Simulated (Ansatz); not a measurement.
Pd3PbC, space group Pm-3m: an equation of state with a fit, run with Ansatz's Python interface.

Script `eos_pd3pbc.py`:
```python
'''Energy against volume for Pd3PbC, with a fit.'''

import warnings

import ansatz as az
import numpy as np
from scipy.optimize import curve_fit

SIGMA = 0.1
MESH = (6, 6, 6)

vectors0 = np.array([
    [4.298945, 0.0, 0.0],
    [0.0, 4.298945, 0.0],
    [0.0, 0.0, 4.298945],
])
sites = [
    ('Pd', (0.0, 0.5, 0.5)),
    ('Pd', (0.5, 0.5, 0.0)),
    ('Pd', (0.5, 0.0, 0.5)),
    ('Pb', (0.0, 0.0, 0.0)),
    ('C', (0.5, 0.5, 0.5)),
]


def build(cell):
    crystal = az.Crystal(lattice=az.Lattice.of(cell))
    for symbol, position in sites:
        crystal = crystal.atom(symbol, position)
    return crystal

def vinet(v, e0, v0, b0, b1):
    eta = (v / v0) ** (1 / 3)
    return e0 + 2 * b0 * v0 / (b1 - 1) ** 2 * (2 - (5 + 3 * b1 * (eta - 1) - 3 * eta) * np.exp(-1.5 * (b1 - 1) * (eta - 1)))


def main() -> None:
    warnings.simplefilter('ignore', az.DeckWarning)

    # uniform scaling of the cell
    volumes, energies, pressures = [], [], []
    for scale in np.linspace(0.94, 1.06, 7):
        cell = vectors0 * scale ** (1 / 3)
        calculation = (
            build(cell).calculation()
            .basis(41 * az.Ry)
            .occupations(az.OccupationsMethod.FERMI_DIRAC, width=SIGMA)  # the run then minimises F = E - TS
            .kpoints(*MESH)  # sampling of the Brillouin zone
            .stress()  # positive in compression
        )
        report = calculation.run().report
        volumes.append(abs(np.linalg.det(cell)) / len(sites))
        energies.append(report['free_energy_ev'] / len(sites))
        pressures.append(np.trace(report['stress_gpa']) / 3)
        print(f'V = {volumes[-1]:8.4f} A^3/atom  F = {energies[-1]:.5f} eV/atom  P = {pressures[-1]:8.3f} GPa')

    guess = (min(energies), volumes[int(np.argmin(energies))], 0.5, 4.5)
    (e0, v0, b0, b1), _ = curve_fit(vinet, np.array(volumes), np.array(energies), p0=guess, maxfev=20000)
    print(f'Vinet fit: V0 = {v0:.4f} A^3/atom, B0 = {160.21766 * b0:.1f} GPa, B1 = {b1:.2f}')
    print('largest residual', round(1000 * float(np.abs(vinet(np.array(volumes), e0, v0, b0, b1) - energies).max()), 3), 'meV/atom')


if __name__ == '__main__':
    main()
```

From its runs, with one value withheld:

| V (Å³/atom) | F less the lowest row shown (meV/atom) |
| --- | --- |
| 14.936 | ? |
| 15.254 | 7.50 |
| 15.572 | 0.72 |
| 15.890 | 0.00 |
| 16.207 | 4.60 |
| 16.525 | 13.90 |
| 16.843 | 27.32 |

What is the missing energy at 14.936 Å³ an atom?

A third-order Birch-Murnaghan fit, E = E0 + (9 V0 B0 / 16) [(t - 1)³ B' + (t - 1)² (6 - 4t)] with t = (V0/V)^(2/3), through the 6 rows shown gives V0 = 15.770 Å³, B0 = 139.7 GPa, B' = 5.32 and E0 = -0.39 meV. At V = 14.936 Å³, t = 1.03687, and the fit extrapolates to 21.16 meV. The run gave 21.15 meV, a miss of 0.00 meV.

Caveats:
- Spin is left out of this run.
- For a metal this k-point mesh is coarse: on a finer one energies can move by several to tens of meV an atom and pressures by half a GPa or more, differences at one mesh by less.
- Pressure is positive in compression.
- Spin-orbit coupling, which matters for elements this heavy, is left out.
- No functional is typed, so the default, PBE, holds.
- This cell is a computed structure, which may not be the phase found in nature.
- Wall time of the script: 30 s on 1 thread of Arm Neoverse V2, on a shared host, peak memory 0.52 GiB.
